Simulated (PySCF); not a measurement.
Runs of PySCF 2.14.0 on F3Sc. The cell holds a molecule in a box, 4 atoms: a = 11.000 Å, b = 13.000 Å, c = 12.000 Å, α = 90.00°, β = 90.00°, γ = 90.00°. 

```tsv
task	level	three-body dispersion term	conv_tol	exxdiv	grid for exchange and correlation	three-centre integrals	gap on the mesh (eV)
atomic charges	HSE03+D3(BJ)	no	1e-07 Ha	ewald	Becke, atom-centred	read from an earlier run's file	(b)
atomic charges	SCAN+D3(BJ)	no	1e-07 Ha	-	Becke, atom-centred	read from an earlier run's file	6.29
atomic charges	PBE	-	1e-07 Ha	-	Becke, atom-centred	-	5.41
atomic charges	B3LYP5+D3(BJ)	no	1e-07 Ha	ewald	Becke, atom-centred	read from an earlier run's file	7.55
MP2 correlation energy	HF	-	1e-08 Ha	ewald	-	read from an earlier run's file	(a)
excitation energies (Tamm-Dancoff)	PBE0	-	1e-08 Ha	ewald	Becke, atom-centred	read from an earlier run's file	8.36
```

Alike in all rows: potentials or basis 6-31g* (all-electron); no spin polarisation; cell as given; k mesh 1 × 1 × 1; smearing fixed.

**Question.** Fill in the values left out.

**Answer.** (a) 16.56; (b) 7.60.

Caveats: this is a molecule in a periodic box at the Γ point, so its band gap is the HOMO-LUMO gap; the basis of atomic orbitals isn't converged, which shifts pressures, moduli and gaps; the basis is small and the box finite, so much correlation energy is missing and levels can be off by tenths of an eV (some runs); this program's HSE differs a little from the usual definition (some runs); the iterative solver can pass over a root and still report convergence (some runs).

